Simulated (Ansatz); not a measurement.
# Ga3SbAs2: the cost of one run

Method: DFT PBE, scalar-relativistic, plane waves, PAW, in Ansatz 0.2.0.

1 further run of the same task is left out (set aside as unsound or not needed).

## (1) The starting structure

Symmetry: I-4m2, No. 119, tetragonal system. Conventional cell: a = 4.176 Å, b = 4.176 Å, c = 17.711 Å, α = 90.00°, β = 90.00°, γ = 90.00°. Around Ga (site symmetry 2mm) lie 2 As at 2.52 Å and 2 Sb at 2.64 Å. Around Ga (site symmetry -4m2) lie 4 As at 2.52 Å. Sb (site symmetry -4m2) has 4 Ga at 2.64 Å as nearest neighbours. As (site symmetry 2mm) is surrounded by 4 Ga at 2.52 Å.

As a file:

```xyz
6
Lattice="-2.0878 2.0878 8.8557 2.0878 -2.0878 8.8557 2.0878 2.0878 -8.8557" Properties=species:S:1:pos:R:3 pbc="T T T"
Ga    0.0000    0.0000   14.8981
Ga    0.0000    0.0000    8.8557
Ga    0.0000    0.0000    2.8133
Sb    2.0878    0.0000    4.4278
As    0.0000    2.0878    1.4059
As    0.0000    2.0878    7.4497
```

It is the end of an earlier relaxation with the same method, from a generated guess; it needn't be the stable form of this composition. At a tolerance of 0.05 Å it has space group I-4m2 (No. 119); it has 25.74 Å³/atom, an uncorrected energy of -0.26 eV/atom over the elements.

## (2) Electronic structure at the relaxed geometry

input.yaml

```yaml
crystal:
  lattice:
    - [-2.0878419149, 2.0878419149, 8.8556892576]
    - [2.0878419149, -2.0878419149, 8.8556892576]
    - [2.0878419149, 2.0878419149, -8.8556892576]
  atoms:
    - { symbol: Ga, position: [0.8411613079, 0.8411613079, 0.0] }
    - { symbol: Ga, position: [0.5, 0.5, 0.0] }
    - { symbol: Ga, position: [0.1588386921, 0.1588386921, 0.0] }
    - { symbol: Sb, position: [0.25, 0.75, 0.5] }
    - { symbol: As, position: [0.5793807788, 0.0793807788, 0.5] }
    - { symbol: As, position: [0.9206192212, 0.4206192212, 0.5] }
basis:
  ecutwfc: 420
kpoints:
  mp_grid: { grid: [12, 12, 12] }
  band_path:
    path:
      - [[0.0, 0.0, 0.0], [0.0, 0.0, 0.5], [0.25, 0.25, 0.25], [0.0, 0.5, 0.0], [0.0, 0.0, 0.0], [0.5, 0.5, -0.5], [0.26389602, 0.73610398, -0.26389602]]
      - [[-0.26389602, 0.26389602, 0.26389602], [0.0, 0.0, 0.0]]
      - [[0.0, 0.0, 0.5], [-0.02779204, 0.02779204, 0.5]]
      - [[0.5, 0.5, -0.02779204], [0.5, 0.5, -0.5]]
    npoints: 14
hamiltonian:
  xc: pbe
scf:
  occupations: { method: gaussian, width: 0.1 }
  n_extra_bands: 15
output:
  forces: true
  stress: true
  eigenvalues: true
  populations: true
  dos: { projected: true, de: 0.02, nscf_kmesh: { grid: [15, 15, 15] } }
  bader: true
```

Run with:

```
ansatz run input.yaml --threads 1 --pin off --max-ram 2560MiB --backend cpu --events-out ev --progress --plain --runs-dir out
```

Q: Estimate wall time and peak memory on 1 thread of Arm Neoverse V1, shared host.

About 11 min, with a peak of 1.7 GiB.
